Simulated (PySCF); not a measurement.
# C5H7BO3: the cost of one run

The runs use PySCF 2.14.0, with density-fitted response routines of our own; the level of theory stands in each step. All values are computed, except where a source is named. Atoms count from 0, in the outputs and in this text.

## 1. The starting structure

16 atoms, charge 0, multiplicity 1; geometry from: GFN2-xTB. The atoms were then displaced at random by about 0.01 Å, so the start is not that level's minimum.

Bonds of the start (Å): C0–O1 1.44, O1–B2 1.35, B2–C3 1.60, C3–C4 1.17, C4–C5 1.43, C5–O6 1.22, B2–O7 1.34, O7–C8 1.43, C0–H9 1.07, C0–H10 1.10, C0–H11 1.08, C5–H12 1.11, C8–H13 1.11, C8–H14 1.08, C8–H15 1.10.

## 2. Optimising the geometry at PBE0-D3(BJ)/def2-SVP

The job: settings as JSON, then the geometry in Å.

```
{"job": {"xc": "PBE0", "basis": "def2-SVP", "d3": "d3bj", "grid": 1, "shake": 0.01, "kind": "geom"}, "charge": 0, "multiplicity": 1}
C     -0.588470    -2.118630     0.158740
O     -1.170150    -0.811310     0.043510
B     -0.468980     0.337120    -0.043310
C      1.127990     0.369340    -0.006080
C      2.301700     0.330190     0.011830
C      3.727680     0.319380     0.044320
O      4.420800    -0.277350     0.845110
O     -1.057660     1.533320    -0.155510
C     -2.480140     1.648600    -0.154700
H      0.445410    -2.058410     0.438690
H     -1.175480    -2.641830     0.926890
H     -0.707810    -2.611150    -0.795210
H      4.149530     0.921650    -0.785220
H     -2.945530     0.851940    -0.765980
H     -2.879830     1.573670     0.842580
H     -2.718130     2.631100    -0.594920
```

Run with:

```bash
> OMP_NUM_THREADS=1 python probes_run.py task.json out
```

One launch serves the whole session: the jobs run in the order shown.

Q: Estimate the wall time and peak memory of this first job on 1 thread of Intel Xeon at 2.50GHz, shared host.

About 7.3 min, with a peak of 0.64 GiB.
